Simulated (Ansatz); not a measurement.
Predict the output of the script below (Ansatz 0.2.0, Python API).

Contents of `basr.cif`:
```cif
data_BaSr
_cell_length_a 4.278354
_cell_length_b 4.278354
_cell_length_c 6.920826
_cell_angle_alpha 90.00000
_cell_angle_beta 90.00000
_cell_angle_gamma 108.20351
_symmetry_space_group_name_H-M 'P 1'
_symmetry_Int_Tables_number 1
loop_
_symmetry_equiv_pos_as_xyz
'x, y, z'
loop_
_atom_site_label
_atom_site_type_symbol
_atom_site_fract_x
_atom_site_fract_y
_atom_site_fract_z
Ba1 Ba    0.000000    0.000000    0.000000
Sr2 Sr    0.500000    0.500000    0.500000
```

`run_vacuum.py`:
```python
"""Surface of BaSr against the width of the vacuum."""

import warnings

import ansatz
from ase.build import surface
from ase.io import read
import numpy as np
from tabulate import tabulate


def main() -> None:
    warnings.simplefilter("ignore", ansatz.DeckWarning)

    atoms = read("basr.cif")
    # Miller indices count the vectors of the cell as typed
    rows = []
    for value in [3.0, 4.0, 5.0, 6.5, 8.0]:
        slab = surface(atoms, (1, 0, 0), 2, vacuum=value)
        slab.pbc = True
        job = (
            ansatz.Crystal.from_ase(slab).calculation()
            .functional("pbesol")
            .occupations("cold", width=100 * ansatz.meV)
            .kpoints(4, 3, 1)
            .electric_field(axis=3, dipole_correction=True)
        )
        report = job.run(threads=1, pin="off").report
        face = report["work_function"]
        rows.append((value, len(slab), report["free_energy_ev"], face["dipole_moment_e_ang"], face.get("phi_plus_ev"), face.get("phi_minus_ev")))

    print(tabulate(rows, headers=["vacuum each side (A)", "atoms", "F (eV)", "dipole (e A)", "phi upper (eV)", "phi lower (eV)"], floatfmt=".4f", missingval="-"))


if __name__ == "__main__":
    main()
```

Running `python run_vacuum.py` prints:
```text
RunWarning: efield: at this solve's end the planar-averaged density reaches 1.63e-2 e/Å³ inside the ramp window [0.8673, 0.1327] (bound 1e-5 e/Å³); the window's nearer edge stands 1.40 Å from this solve's nearest atom along the axis. Its work functions, free energy, forces, stress, dipole, levels and responses can be off, and this figure does not tell by how much. The cell may have no vacuum along `efield.axis`. A short vacuum, a low `basis.ecutwfc` or `basis.ecutrho_ratio` and negative [...]
  vacuum each side (A)    atoms       F (eV)    dipole (e A)    phi upper (eV)    phi lower (eV)
----------------------  -------  -----------  --------------  ----------------  ----------------
                3.0000        4  -18708.0955         -0.0257            1.9694            2.0117
                4.0000        4  -18707.9734         -0.0241            2.5215            2.4118
                5.0000        4  -18707.9520         -0.0233            2.5698            2.4341
                6.5000        4  -18707.9469         -0.0221            2.5748            2.4401
                8.0000        4  -18707.9465         -0.0220            2.5726            2.4381
```
(Warnings from the package without file and line, shortened, repeats left out.)

Notes:
- Absolute energies stand on the zero of these potentials, so only differences at equal settings mean something. A total without «per atom» is that of the whole cell that was run.
- The density doesn't vanish in the vacuum (a short gap or a low cutoff), which blurs the vacuum level.
- The mesh is modest for a metal, so energies can be off by several to tens of meV an atom and pressures by half a GPa or more; differences at equal mesh fare better.
- The structure comes from a database of computed cells and needn't be a stable or known phase.
- The slabs are thin, unrelaxed cuts of the structure as given, on a modest mesh, so the surface energy isn't converged; Miller indices refer to the cell as typed, and unlike faces give only a mean.
- The script silences the warnings on its input, which a real study should read.
- Timing: 13 s on 1 thread of AMD EPYC 9R45 96-Core Processor (Zen 5), with other jobs on the host, peak memory 0.68 GiB.
